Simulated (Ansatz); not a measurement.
# BBrH6Si2: the cost of one run

Program: Ansatz 0.2.0 through its Python package. Level of theory: MP2/def2-SVP. These are calculated values, not measurements.

### Step 1. The system

Bond lengths: B1–Si2 1.880 Å, Si2–Si3 2.218 Å, Si3–Br4 2.164 Å, B1–H5 1.240 Å, B1–H6 1.180 Å, Si2–H7 1.498 Å, Si2–H8 1.465 Å, Si3–H9 1.478 Å, Si3–H10 1.510 Å. Angles (14 of 15 angles, heavy atoms first): B1–Si2–Si3 107.9°, Si2–Si3–Br4 111.3°, B1–Si2–H7 110.1°, B1–Si2–H8 111.5°, Si3–Si2–H7 109.7°, Si3–Si2–H8 109.8°, Si2–B1–H5 120.0°, Si2–B1–H6 124.7°, Si2–Si3–H9 109.9°, Si2–Si3–H10 109.6°, Br4–Si3–H9 109.8°, Br4–Si3–H10 110.3°, H7–Si2–H8 107.8°, H5–B1–H6 115.2°.

The script holds or builds the structure itself.

### Step 2. Script

Contents of run_scan.py:

```python
"""Stretching a bond of BBrH6Si2, the rest held rigid."""

import ansatz as az
import matplotlib.pyplot as plt
import numpy as np

geometry_ang = [
    ("B", (-1.1459, 1.3953, -0.1157)),
    ("Si", (0.3819, 0.4666, -0.6959)),
    ("Si", (0.6553, -1.2929, 0.6263)),
    ("Br", (-1.0433, -2.6295, 0.5164)),
    ("H", (-1.5281, 2.4045, -0.7266)),
    ("H", (-1.8223, 1.0733, 0.7955)),
    ("H", (1.5858, 1.3539, -0.6113)),
    ("H", (0.2454, 0.0265, -2.0866)),
    ("H", (1.8876, -2.0177, 0.2526)),
    ("H", (0.8666, -0.8311, 2.0483)),
]
molecule = az.Crystal.molecule()
for symbol, xyz in geometry_ang:
    molecule = molecule.atom(symbol, xyz)

symbols = [site.symbol for site in molecule.cartesian_sites]
start = np.array([site.position_ang for site in molecule.cartesian_sites])
axis = (start[4] - start[0]) / np.linalg.norm(start[4] - start[0])
moving = [4]
lengths, energies = [1.05, 1.14, 1.24, 1.36, 1.55, 1.86, 2.23, 2.73], []
for length in lengths:
    xyz = start.copy()
    xyz[moving] += (length - np.linalg.norm(start[4] - start[0])) * axis
    point = az.Crystal.molecule()
    for symbol, place in zip(symbols, xyz):
        point = point.atom(symbol, place.tolist())
    base = (
        point.calculation()
        .basis(gaussian="def2-SVP")
        .correlation("mp2")
        .scf(lower_state_search="light")
    )
    r = base.run(threads=1, pin="off").report
    energies.append(r["free_energy_ev"])
    print(f"r = {length:6.3f} A  E = {energies[-1]:.5f} eV  <S^2> = {abs(r['mean_field']['state']['spin_squared']):.3f}")

print("energy above the lowest point (eV):", [round(e - min(energies), 3) for e in energies])
plt.figure(figsize=(4.5, 3))
plt.plot(lengths, np.array(energies) - min(energies), "o-")
plt.xlabel("bond length (A)")
plt.ylabel("E - E(min) (eV)")
plt.tight_layout()
plt.savefig("scan.png", dpi=100)
```

### Step 3. What the engine is handed

The package turns the script's settings into the engine's input (first run):

```yaml
crystal:
  periodic: [false, false, false]
  atoms:
    - { symbol: B, position_ang: [-1.1459, 1.3953, -0.1157] }
    - { symbol: Si, position_ang: [0.3819, 0.4666, -0.6959] }
    - { symbol: Si, position_ang: [0.6553, -1.2929, 0.6263] }
    - { symbol: Br, position_ang: [-1.0433, -2.6295, 0.5164] }
    - { symbol: H, position_ang: [-1.469520229014478, 2.2498199767697833, -0.6329673937858309] }
    - { symbol: H, position_ang: [-1.8223, 1.0733, 0.7955] }
    - { symbol: H, position_ang: [1.5858, 1.3539, -0.6113] }
    - { symbol: H, position_ang: [0.2454, 0.0265, -2.0866] }
    - { symbol: H, position_ang: [1.8876, -2.0177, 0.2526] }
    - { symbol: H, position_ang: [0.8666, -0.8311, 2.0483] }
basis:
  gaussian:
    orbitals: def2-SVP
correlation:
  method: mp2
scf:
  lower_state_search: light
```

### Step 4. The run

Run with:

```console
$ python run_scan.py
```

**Question.** How long does this script take on 1 thread of AMD EPYC 9R45 (Zen 5), shared host, and how much memory does it need?

About 14 s, with a peak of 0.39 GiB.
